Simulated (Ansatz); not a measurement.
# MnAs: the cost of one run

Program: Ansatz 0.2.0. Level of theory: DFT HSE06, scalar-relativistic, plane waves, PAW. These are calculated values, not measurements.

The COD entry's cell or inner coordinates are ideal or old and differ from later refinements, so a difference from it is no clean test against experiment.

## Step 1: The system as given

It takes space group P6_3/mmc (No. 194, hexagonal). The conventional cell has a = 3.717 Å, b = 3.717 Å, c = 5.704 Å, α = 90.00°, β = 90.00°, γ = 120.00°. Mn (site symmetry -3m) has 6 As at 2.58 Å and 2 Mn at 2.85 Å as nearest neighbours. As (site symmetry -6m2) has 6 Mn at 2.58 Å as nearest neighbours.

Structure file:

```
CELL_PARAMETERS angstrom
3.71720 0.00000 0.00000
-1.85860 3.21919 0.00000
0.00000 0.00000 5.70440
ATOMIC_POSITIONS crystal
Mn 0.00000 0.00000 0.00000
Mn 0.00000 0.00000 0.50000
As 0.33333 0.66667 0.25000
As 0.66667 0.33333 0.75000
```

The structure rests on an entry of the Crystallography Open Database; cell or positions may have been set otherwise for this series.

## Step 2: Single point: MnAs, moments ++

The input, input.yaml:

```yaml
crystal:
  lattice:
    - [3.7172, 0.0, 0.0]
    - [-1.8586, 3.2191896309, 0.0]
    - [0.0, 0.0, 5.7044]
  atoms:
    - { symbol: Mn, position: [0.0, 0.0, 0.0], spin: 3.5 }
    - { symbol: Mn, position: [0.0, 0.0, 0.5], spin: 3.5 }
    - { symbol: As, position: [0.3333333333, 0.6666666667, 0.25] }
    - { symbol: As, position: [0.6666666667, 0.3333333333, 0.75] }
magnetization:
  spin_polarized: true
scf:
  occupations: { method: gaussian, width: 0.1 }
output:
  forces: true
  stress: true
  populations: true
  write_density: true
  write_potential: true
  elf: true
  volumetric_format: npy
hamiltonian:
  xc: hse06
kpoints:
  mp_grid: { grid: [8, 8, 4] }
```

Command:

```console
> ansatz run input.yaml --threads 4 --pin off --max-ram 9216MiB --backend cpu --events-out ev --progress --plain --runs-dir out
```

What time and memory should one allow on 4 threads of Intel Xeon Platinum 8488C (Sapphire Rapids), shared host?

About 91 s, with a peak of 3.4 GiB.
